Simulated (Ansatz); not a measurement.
# CH₆BClGe: one species, many methods

An exercise on one series of results from a longer session: the logs are not shown, and one member is left open.

Program: Ansatz 0.2.0, Gaussian basis. Level of theory: functionals in def2-TZVPP, the program's frozen cores in correlated methods. These are calculated values, not measurements.

The runs, in order: PBE-D4, r2SCAN-D4, PBE0-D4, B3LYP-D4, ωB97X-V, ωB97M-V, B2PLYP; CCSD(T)/def2-TZVPP; MP2/def2-QZVPP; extrapolation to the limit.

## Structure used throughout

The geometry comes from an earlier relaxation with PBE0-D4 in a triple-zeta def2 set; it is a stationary point, not always the lowest conformer.

SMILES `B[CH2][GeH2][Cl]`, 10 atoms, charge 0, spin multiplicity 1.

Atoms are counted from 1 here; the program's logs count them from 0.

Bond lengths: B1–C2 1.534 Å, B1–H5 1.198 Å, B1–H6 1.198 Å, C2–Ge3 1.971 Å, C2–H7 1.093 Å, C2–H8 1.093 Å, Ge3–Cl4 2.160 Å, Ge3–H9 1.534 Å, Ge3–H10 1.534 Å. Angles: C2–B1–H5 120.6°, C2–B1–H6 120.6°, H5–B1–H6 118.7°, B1–C2–Ge3 106.9°, B1–C2–H7 115.5°, B1–C2–H8 115.5°, Ge3–C2–H7 103.2°, Ge3–C2–H8 103.3°, H7–C2–H8 110.8°, C2–Ge3–Cl4 106.0°, C2–Ge3–H9 112.6°, C2–Ge3–H10 112.7°, Cl4–Ge3–H9 106.5°, Cl4–Ge3–H10 106.5°, H9–Ge3–H10 112.0°.

Set-up of the first run:

in.yaml

```yaml
crystal:
  periodic: [false, false, false]
  atoms:
    - {symbol: B, position_ang: [-1.533398, 0.523298, -0.064925]}
    - {symbol: C, position_ang: [-0.455429, -0.469572, -0.518477]}
    - {symbol: Ge, position_ang: [1.209325, 0.030515, 0.410064]}
    - {symbol: Cl, position_ang: [2.705958, -1.377057, -0.255318]}
    - {symbol: H, position_ang: [-1.691111, 1.559288, -0.644839]}
    - {symbol: H, position_ang: [-2.182326, 0.311317, 0.919180]}
    - {symbol: H, position_ang: [-0.611329, -1.506324, -0.210963]}
    - {symbol: H, position_ang: [-0.179712, -0.415390, -1.574279]}
    - {symbol: H, position_ang: [1.107330, -0.129872, 1.931789]}
    - {symbol: H, position_ang: [1.713792, 1.422596, 0.010770]}
basis:
  gaussian: {orbitals: def2-TZVPP}
hamiltonian: {xc: pbe, dispersion: d4}
output: {forces: true, orbitals: {seedname: orbitals}}
```

Launch:

```console
ansatz run in.yaml --threads 4 --pin off --events-out ev --progress --plain --max-ram 10444MiB
```

Steps of the session up to this table: PBE-D4 (GGA); r2SCAN-D4 (meta-GGA); PBE0-D4 (hybrid); B3LYP-D4 (hybrid); ωB97X-V (range-separated); ωB97M-V (range-separated); B2PLYP (double hybrid); CCSD(T) in def2-TZVPP; MP2 in def2-QZVPP.

One table of the session follows, with a row left open; its other results are not shown here.

```
            method  atomisation energy (kJ/mol)
            PBE-D4                       3300.3
         r2SCAN-D4                       3302.4
           PBE0-D4                            ?
          B3LYP-D4                       3274.0
           ωB97X-V                       3298.3
           ωB97M-V                       3285.8
            B2PLYP                       3245.8
     HF/def2-TZVPP                       2524.2
    MP2/def2-TZVPP                       3245.0
   CCSD/def2-TZVPP                       3183.0
CCSD(T)/def2-TZVPP                       3220.3
           MP2/CBS                       3306.4
       CCSD(T)/CBS                       3281.7
```

**Question.** Estimate the row for PBE0-D4.

The run gave: atomisation energy (kJ/mol): 3283.7. In the column «atomisation energy (kJ/mol)» it lies between CCSD(T)/CBS (3281.7) and ωB97M-V (3285.8).
